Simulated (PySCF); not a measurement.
# F16Ge13Si13: the cost of one run

Programs: PySCF 2.14.0, with routines of our own; each step states its level. All values are computed. Atoms count from 0.

### 1 The system as given

42 atoms, charge 0, multiplicity 1; geometry from: GFN2-xTB.

### 2 Core binding energies: delta-SCF UKS SCAN, pcX-2 on the ionised atom, pcseg-1

The job: settings as JSON, then the geometry in Å.

```
{"job": {"kind": "xps", "atoms": [11, 35]}, "charge": 0, "multiplicity": 1}
Ge     5.874216     2.281951     0.261147
Si     4.752764     1.537315    -1.773134
Ge     3.737524    -0.185331    -3.082907
Si     3.541346    -1.843247    -1.192710
Ge     5.950710    -1.781553    -0.672608
Si     5.466644    -0.083896     1.042655
Ge    -5.335979     2.097141     0.690578
Si    -2.960320     2.374680     0.899956
Ge    -0.972291     0.864311     0.015130
Si    -1.785477    -0.187954     2.180747
Ge    -3.696012    -1.572049     2.943621
Si    -5.097239    -0.320764     1.307817
Ge     0.014427    -0.555377    -3.814091
Si    -2.127842     0.344165    -3.179011
Ge    -4.467890    -0.007183    -3.442915
Si    -4.296743    -1.811417    -1.670715
Ge    -2.372930    -3.355358    -0.907456
Si    -0.258310    -2.461357    -2.124095
Si     1.605723     0.624385    -2.480615
Ge     1.381381    -2.801353    -0.088917
Ge     1.480196     1.594887     1.351550
Si     3.699469     2.883703     1.136241
Ge     4.574149    -1.471598     2.974882
Si     2.855281     0.417291     3.094138
Si    -4.918102     1.565457    -1.627783
Ge    -6.471204    -1.218204    -0.592925
F      4.275494     2.922800    -2.564584
F      5.744196    -2.932975     1.049221
F     -2.925209     2.590027     2.602873
F     -2.958107    -0.074080    -0.424944
F     -0.959550     0.032576     3.631294
F     -3.487333    -2.748663     1.282010
F     -1.855630     1.843315    -2.366098
F     -1.131493    -1.960144     0.256907
F      1.414847     2.024326    -1.513179
F      1.030962    -0.713310    -0.037167
F      3.081169     0.520671     0.246274
F      4.177873     3.321158     2.702923
F      2.996336    -1.964140     1.753255
F      1.739537     0.143268     4.295138
F     -4.653706     3.081468    -2.264246
F     -6.667049    -2.998927     0.108365
```

Method: delta-SCF UKS SCAN, pcX-2 on the ionised atom, pcseg-1 elsewhere, spin-free X2C (atomic blocks).

On the command line:

```console
$ OMP_NUM_THREADS=8 python large_run.py task.json out
```

This one command runs all jobs of the session in turn.

**Question.** How long does this job take on 8 threads of Intel Xeon 6975P-C, shared host, and how much memory does it need?

About 3.1 min, with a peak of 3.8 GiB.
